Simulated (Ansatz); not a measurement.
**Relaxation of TaO4F**

The start is TaO4F, a known structure type filled with other elements, at an estimated volume. Where does it settle when we relax cell and atoms, and what is it like there?

Computed, not measured: Ansatz 0.2.0, DFT, r2SCAN, no spin polarisation, plane waves, PAW.

**1. Geometry**

Symmetry: I-4, No. 82, tetragonal system. Conventional cell: a = 4.744 Å, b = 4.744 Å, c = 6.428 Å, α = 90.00°, β = 90.00°, γ = 90.00°. Ta (site symmetry -4) is surrounded by 4 O at 1.85 Å. F (site symmetry -4) has 4 O at 2.00 Å as nearest neighbours. O (site symmetry 1) is surrounded by 1 Ta at 1.85 Å.

As a file:

```xyz
6
Lattice="-2.3718 2.3718 3.2141 2.3718 -2.3718 3.2141 2.3718 2.3718 -3.2141" Properties=species:S:1:pos:R:3 pbc="T T T"
Ta    0.0000    0.0000    0.0000
F     2.3718    0.0000    1.6070
O     1.1005    1.2855    0.7585
O    -1.0863    1.2713    2.4555
O     1.2713    1.0863    3.9726
O     3.4581    1.1005   -0.7585
```

It starts from an earlier solution of the starting cell (checkpoint.read).

**2. The relaxation**

input.yaml reads:

```yaml
crystal:
  lattice:
    - [-2.371815, 2.371815, 3.214052]
    - [2.371815, -2.371815, 3.214052]
    - [2.371815, 2.371815, -3.214052]
  atoms:
    - { symbol: Ta, position: [0.0, 0.0, 0.0] }
    - { symbol: F, position: [0.25, 0.75, 0.5] }
    - { symbol: O, position: [0.389, 0.35, 0.503] }
    - { symbol: O, position: [0.65, 0.153, 0.039] }
    - { symbol: O, position: [0.847, 0.886, 0.497] }
    - { symbol: O, position: [0.114, 0.611, 0.961] }
  symmetry: { tolerance: 0.0003 }
kpoints:
  mp_grid: { grid: [5, 5, 5], shift: [0, 0, 0] }
magnetization:
  spin_polarized: false
scf:
  occupations: { method: fermi_dirac }
  lower_state_search: "off"
hamiltonian:
  pseudopotentials: { kind: paw }
  xc: r2scan
basis:
  ecutwfc: 500
  fft_grid_basis: typed
relax:
  max_steps: 80
  cell: { p_target: 0.0 }
  f_tol: 0.03
output:
  forces: true
  stress: true
  eigenvalues: true
  bader: true
  populations: true
  elf: true
  write_potential: true
  volumetric_format: npy
  dos:
    e_range: [-12, 8]
    de: 0.05
    projected: { site_lists: { F: [F], O: [O], Ta: [Ta] } }
checkpoint:
  read: saved_state
```

Run with:

```bash
ansatz run input.yaml --threads 2 --pin off --max-ram 2560MiB --backend cpu --events-out ev --progress --plain --runs-dir out
```

What does the calculation give? Wanted: moves; energy gained; largest move; cell; volume; pressure at the end; character; Bader charges.

The runs gave:

| quantity | value |
| --- | --- |
| moves | 11 |
| energy gained | 270.8 meV/atom |
| largest move | 0.82 Å (O) |
| space group (0.01 Å), before / after | I-4 / I-4 |
| cell | a = 4.301 Å, b = 4.301 Å, c = 4.301 Å, α = 109.32°, β = 109.32°, γ = 109.77° |
| volume | 10.21 Å³/atom (-15.3 %) |
| pressure at the end | 0.00 GPa |
| formation energy (elements from separate runs) | -0.79 eV/atom |
| character | not settled: levels touch at the Fermi level |
| Bader charges | Ta +3.00, F -0.23, O -0.69 e |

What this shows: The volume shrank by 15.3 %, and the largest move of an atom is 0.82 Å apart from the change of the cell; the energy fell by 270.8 meV per atom. The run held to 4 symmetry operations, so a lower structure without them is not ruled out. Counted by bands, filled and empty levels lie 0.08 eV apart on this mesh, less than the smearing, so this level nearly closes the gap; whether the cell conducts is not settled here. Against the elements' reference phases (Ta bcc, F2 molecule, O2 molecule; separate runs with the same functional) the formation energy is -0.79 eV per atom, so it is bound against them, though other compounds may compete. By Bader's partition Ta gives up most (+3.00 e) and O takes most (-0.69 e).

Caveats: the k mesh is coarse for a cell without a gap.
